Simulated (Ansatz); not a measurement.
**C5HF7: basis-set convergence**

One table from this session's results is given with a row withheld; the runs are named, their logs left out.

The runs use Ansatz 0.2.0, Gaussian basis; one geometry, several basis sets.

The runs, in order: PBE0-D4/def2-SVP; ωB97M-V/def2-SVP; PBE0-D4/def2-QZVPP; ωB97M-V/def2-QZVPP; the functionals' def2-TZVPP values are taken from earlier runs.

**The geometry**

All runs share one geometry, relaxed beforehand with PBE0-D4 in a triple-zeta def2 set.

SMILES `FC1=CC(F)(F)C(F)(F)C1(F)F`, 13 atoms, charge 0, spin multiplicity 1.

Atoms are counted from 1 here; the program's logs count them from 0.

Bond lengths: F1–C2 1.311 Å, C2–C3 1.323 Å, C2–C10 1.500 Å, C3–C4 1.489 Å, C3–H13 1.081 Å, C4–F5 1.345 Å, C4–F6 1.351 Å, C4–C7 1.560 Å, C7–F8 1.338 Å, C7–F9 1.331 Å, C7–C10 1.558 Å, C10–F11 1.346 Å, C10–F12 1.339 Å. Angles: F1–C2–C3 127.0°, F1–C2–C10 118.5°, C3–C2–C10 114.4°, C2–C3–C4 110.4°, C2–C3–H13 127.0°, C4–C3–H13 122.6°, C3–C4–F5 112.5°, C3–C4–F6 111.6°, C3–C4–C7 104.7°, F5–C4–F6 107.0°, F5–C4–C7 111.1°, F6–C4–C7 109.9°, C4–C7–F8 109.4°, C4–C7–F9 112.6°, C4–C7–C10 104.4°, F8–C7–F9 108.9°, F8–C7–C10 109.1°, F9–C7–C10 112.2° and more.

The first run:

The input, in.yaml:

```yaml
crystal:
  periodic: [false, false, false]
  atoms:
    - {symbol: F, position_ang: [-1.454264, -2.013900, -0.920633]}
    - {symbol: C, position_ang: [-0.834764, -0.956764, -0.455101]}
    - {symbol: C, position_ang: [-1.346019, 0.249887, -0.272440]}
    - {symbol: C, position_ang: [-0.324624, 1.163919, 0.309006]}
    - {symbol: F, position_ang: [-0.274625, 2.349871, -0.323380]}
    - {symbol: F, position_ang: [-0.571569, 1.421730, 1.611681]}
    - {symbol: C, position_ang: [1.025093, 0.394039, 0.165418]}
    - {symbol: F, position_ang: [1.671188, 0.826718, -0.923609]}
    - {symbol: F, position_ang: [1.816487, 0.545570, 1.224979]}
    - {symbol: C, position_ang: [0.602404, -1.089947, -0.047202]}
    - {symbol: F, position_ang: [0.725648, -1.789794, 1.096001]}
    - {symbol: F, position_ang: [1.346765, -1.698943, -0.979515]}
    - {symbol: H, position_ang: [-2.361218, 0.562711, -0.470606]}
basis:
  gaussian: {orbitals: def2-SVP}
hamiltonian: {xc: pbe0, dispersion: d4}
output: {orbitals: {seedname: orbitals}}
```

The run is started by

```bash
ansatz run in.yaml --threads 4 --pin off --events-out ev --progress --plain --max-ram 66560MiB --backend cpu
```

Among the steps run: PBE0-D4 in def2-SVP; ωB97M-V in def2-SVP; PBE0-D4 in def2-QZVPP; ωB97M-V in def2-QZVPP.

One of the session's tables, all rows but one given; the rest of the session is left out.

It belongs to the step «Density functionals: the series». 

| functional | basis | HOMO (eV) |
| --- | --- | --- |
| PBE0-D4 | def2-SVP | -9.27 |
| PBE0-D4 | def2-TZVPP | -9.34 |
| PBE0-D4 | def2-QZVPP | -9.39 |
| ωB97M-V | def2-SVP | -11.50 |
| ωB97M-V | def2-TZVPP | -11.61 |
| ωB97M-V | def2-QZVPP | ? |

Estimate the missing values for ωB97M-V, def2-QZVPP.

The run gave: HOMO (eV): -11.66. In the column «HOMO (eV)» it is the lowest.
